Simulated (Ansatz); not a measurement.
The system is Te4Pt3.

```
Pt Te
1.0
     1.99400    1.15124   11.79667
    -1.99400    1.15124   11.79667
     0.00000   -2.30247   11.79667
Pt Te
3 4
Direct
  0.85400 0.85400 0.85400
  0.14600 0.14600 0.14600
  0.00000 0.00000 0.00000
  0.70500 0.70500 0.70500
  0.29500 0.29500 0.29500
  0.55700 0.55700 0.55700
  0.44300 0.44300 0.44300
```

Base run:

* Program: Ansatz 0.2.0
* Functional: PBEsol
* Potentials or basis: Ansatz PAW
* Cutoff: 420 eV (not typed: the program's choice for these potentials)
* k mesh: 8 × 8 × 8
* Occupations: fermi-dirac, width 0.05 eV
* Spin: no spin polarisation

Its results: band gap on the k mesh none (metal or under the smearing width); pressure -1.2 GPa; largest force 0.634 eV/Å.

After a change of settings the same cell gave: band gap on the k mesh none (metal or under the smearing width); pressure 0.2 GPa; largest force 0.409 eV/Å. Which change was it?
A. potentials or basis from Ansatz PAW to PseudoDojo stringent (PBEsol files); cutoff from 420 eV (not typed: the program's choice for these potentials) to 1388 eV; valence electrons from 118 to 150
B. potentials or basis from Ansatz PAW to JTH PAW; cutoff from 420 eV (not typed: the program's choice for these potentials) to 750 eV (not typed: the program's choice for these potentials); valence electrons from 118 to 54
C. potentials or basis from Ansatz PAW to PseudoDojo standard (PBEsol files); cutoff from 420 eV (not typed: the program's choice for these potentials) to 1143 eV
D. potentials or basis from Ansatz PAW to Ansatz PAW earlier set; cutoff from 420 eV (not typed: the program's choice for these potentials) to 640 eV (not typed: the program's choice for these potentials)

B.

Caveats: the PAW data sets come from PBE, with cores solved anew for the run's functional, which leaves a small shift of forces and pressure (some runs).
